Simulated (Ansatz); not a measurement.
This script drives Ansatz's Python interface.

`run_opt.py`
```python
"""Relax the C2H4AlN molecule."""

import itertools
import logging
import sys

import ansatz as az
from ase.data import atomic_numbers, covalent_radii
import numpy as np

logging.basicConfig(stream=sys.stdout, format="[%(levelname)s] %(message)s")
logger = logging.getLogger("ansatz_job")
logger.setLevel(logging.INFO)


def main() -> None:
    molecule = (
        az.Crystal.molecule()
        .atom("N", [-0.3093, 1.023, 2.4309])
        .atom("C", [0.0111, 0.83, 1.348])
        .atom("C", [0.4547, 0.5382, -0.0181])
        .atom("Al", [-0.612, -0.8303, -0.8412])
        .atom("H", [1.5297, 0.1471, 0.0253])
        .atom("H", [0.4612, 1.4776, -0.6173])
        .atom("H", [-0.4776, -1.1099, -2.3967])
        .atom("H", [-0.9657, -2.1328, 0.0133])
    )

    calc = molecule.calculation().basis(gaussian="cc-pVDZ").functional("r2SCAN")
    symbols = [site.symbol for site in molecule.cartesian_sites]
    start = np.array([site.position_ang for site in molecule.cartesian_sites], dtype=float)
    def progress(event):
        if event["event"] == "relax_step":
            row = event["data"]
            logger.info(f"step {row['step']:3d}  E = {row['lagrangian_ev']:.6f} eV  largest force component {row['allowed_force_max_ev_ang']:.4f} eV/A")


    rep = calc.relax(force_tolerance=0.005).session().plan().execute(on_event=progress).report
    end = np.array(rep["positions_ang"])

    logger.info("reference energy %16.6f eV" % rep["reference_energy_ev"])
    logger.info("total energy     %16.6f eV" % rep["free_energy_ev"])
    print("occupied orbitals outside the frozen core (up, down):", rep["n_occupied"], " frozen:", rep["n_frozen"], " virtual:", rep["n_virtual"])

    # pairs closer than 1.2 times the sum of covalent radii, before or after
    radius = [covalent_radii[atomic_numbers[s]] for s in symbols]
    span = lambda where, i, j: np.linalg.norm(where[i] - where[j])
    bonded = [(i, j) for i, j in itertools.combinations(range(len(symbols)), 2) if min(span(start, i, j), span(end, i, j)) < 1.2 * (radius[i] + radius[j])]
    logger.info("pair        before    after (A)")
    for i, j in bonded:
        print(f"{symbols[i]}{i}-{symbols[j]}{j}".ljust(10), f"{span(start, i, j):8.4f} {span(end, i, j):8.4f}")
    with open("c2h4aln_opt.xyz", "w") as handle:
        handle.write(f"{len(symbols)}\nrelaxed C2H4AlN\n")
        handle.writelines(f"{s:2s} {x:11.6f} {y:11.6f} {z:11.6f}\n" for s, (x, y, z) in zip(symbols, end))


if __name__ == "__main__":
    main()
```

It is started by `python run_opt.py`. How long does it take on 1 thread of Arm Neoverse V2, on a shared host, and how much memory does it need?

It took about 70 s, with a peak of 0.21 GiB, for 1 run of the engine.

```console
$ python run_opt.py
[INFO] step   1  E = -10222.007901 eV  largest force component 3.1390 eV/A
[INFO] step   2  E = -10222.260767 eV  largest force component 0.5132 eV/A
[INFO] step   3  E = -10222.284603 eV  largest force component 0.1585 eV/A
[INFO] step   4  E = -10222.287889 eV  largest force component 0.1533 eV/A
[INFO] step   5  E = -10222.292166 eV  largest force component 0.0804 eV/A
[INFO] step   6  E = -10222.292607 eV  largest force component 0.0160 eV/A
[INFO] step   7  E = -10222.292654 eV  largest force component 0.0057 eV/A
[INFO] step   8  E = -10222.292669 eV  largest force component 0.0007 eV/A
[INFO] step   9  E = -10222.292674 eV  largest force component 0.0026 eV/A
[INFO] step  10  E = -10222.292686 eV  largest force component 0.0091 eV/A
[INFO] step  11  E = -10222.292702 eV  largest force component 0.0281 eV/A
[INFO] step  12  E = -10222.292731 eV  largest force component 0.0315 eV/A
[INFO] step  13  E = -10222.290799 eV  largest force component 0.2222 eV/A
[INFO] step  14  E = -10222.255458 eV  largest force component 1.6091 eV/A
[INFO] step  15  E = -10222.292829 eV  largest force component 0.0030 eV/A
[INFO] step  16  E = -10222.292993 eV  largest force component 0.0249 eV/A
[INFO] step  17  E = -10222.291884 eV  largest force component 0.1446 eV/A
[INFO] step  18  E = -10222.293126 eV  largest force component 0.0162 eV/A
[INFO] step  19  E = -10222.293247 eV  largest force component 0.0601 eV/A
[INFO] step  20  E = -10222.293360 eV  largest force component 0.0343 eV/A
[INFO] step  21  E = -10222.293498 eV  largest force component 0.0040 eV/A
[INFO] reference energy    -10222.293510 eV
[INFO] total energy        -10222.293510 eV
occupied orbitals outside the frozen core (up, down): [18, 18]  frozen: 0  virtual: [62, 62]
[INFO] pair        before    after (A)
N0-C1        1.1457   1.1692
C1-C2        1.4657   1.4459
C2-Al3       1.9205   2.0003
C2-H4        1.1448   1.1070
C2-H5        1.1143   1.1053
Al3-H6       1.5861   1.5914
Al3-H7       1.5974   1.5851
```

File `c2h4aln_opt.xyz` afterwards:
```text
8
relaxed C2H4AlN
N    -0.251444    0.935670    2.474666
C     0.096140    0.786616    1.368345
C     0.475688    0.551863   -0.006993
Al   -0.473340   -0.997297   -0.844028
H     1.564293    0.360941   -0.069360
H     0.295230    1.459154   -0.612007
H    -0.313026   -1.146435   -2.420256
H    -1.301441   -2.007612    0.053832
```

Total energies depend on the basis set; only differences at equal settings carry meaning. The end point is the stationary point reached from this start; no frequency run checks that it is a minimum, and the basis set is modest.
